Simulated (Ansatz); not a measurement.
# GeH9NSi: the cost of one run

Method: RKS B3LYP-D4/def2-SVP, in Ansatz 0.2.0.

## (1) Starting point

Bond lengths: Ge1–Si2 2.697 Å, Ge1–H3 1.509 Å, Ge1–H4 1.580 Å, Ge1–H5 1.510 Å, Ge1–N7 2.241 Å, Si2–H8 1.460 Å, Si2–H9 1.473 Å, Si2–H10 1.484 Å, N7–H11 1.014 Å, N7–H12 1.014 Å. Angles (14 of 19 angles, heavy atoms first): Si2–Ge1–N7 75.6°, Ge1–Si2–H8 107.2°, Ge1–Si2–H9 110.6°, Ge1–Si2–H10 120.3°, Si2–Ge1–H3 118.7°, Si2–Ge1–H4 98.6°, Si2–Ge1–H5 125.6°, H3–Ge1–N7 85.0°, H4–Ge1–N7 174.2°, H5–Ge1–N7 84.8°, Ge1–N7–H11 124.2°, Ge1–N7–H12 121.8°, H8–Si2–H9 106.8°, H8–Si2–H10 104.5°.

As a file:

```xyz
12

Ge   -0.6124    1.0012    0.6647
Si    0.0863   -1.5995    0.5225
H    -1.7343    1.4979   -0.2133
H    -1.3873    0.9627    2.0413
H     0.3211    2.1462    0.9757
H     0.6102   -0.4272   -0.8482
N     0.5481    0.8397   -1.2459
H    -0.2353   -2.2034    1.8124
H    -0.7233   -2.2998   -0.4889
H     1.4986   -1.9817    0.2752
H     0.1321    0.8740   -2.1695
H     1.4962    1.1900   -1.3261
```

## (2) Pulling towards end A

Springs on the bonds that form and break draw the guess towards this end; the thresholds are loose.

Contents of input.yaml:

```yaml
crystal:
  periodic: [false, false, false]
  atoms:
    - { symbol: Ge, position_ang: [-0.6124, 1.0012, 0.6647] }
    - { symbol: Si, position_ang: [0.0863, -1.5995, 0.5225] }
    - { symbol: H, position_ang: [-1.7343, 1.4979, -0.2133] }
    - { symbol: H, position_ang: [-1.3873, 0.9627, 2.0413] }
    - { symbol: H, position_ang: [0.3211, 2.1462, 0.9757] }
    - { symbol: H, position_ang: [0.6102, -0.4272, -0.8482] }
    - { symbol: "N", position_ang: [0.5481, 0.8397, -1.2459] }
    - { symbol: H, position_ang: [-0.2353, -2.2034, 1.8124] }
    - { symbol: H, position_ang: [-0.7233, -2.2998, -0.4889] }
    - { symbol: H, position_ang: [1.4986, -1.9817, 0.2752] }
    - { symbol: H, position_ang: [0.1321, 0.874, -2.1695] }
    - { symbol: H, position_ang: [1.4962, 1.19, -1.3261] }
basis:
  gaussian: { orbitals: def2-SVP }
hamiltonian:
  xc: b3lyp
  dispersion: d4
relax:
  f_tol: 0.15
  max_steps: 25
  restrain:
    - { distance: [0, 6], at: 3.21, k: 30.0 }
    - { distance: [5, 1], at: 2.72, k: 30.0 }
    - { distance: [0, 1], at: 2.31, k: 30.0 }
    - { distance: [5, 6], at: 1.02, k: 30.0 }
output:
  orbitals: {}
```

Started as:

```console
$ ansatz run input.yaml --threads 2 --pin off --max-ram 3072MiB --backend cpu --events-out ev --progress --plain --runs-dir out
```

Q: Estimate wall time and peak memory on 2 threads of Arm Neoverse V1, shared host.

About 36 s, with a peak of 0.25 GiB.
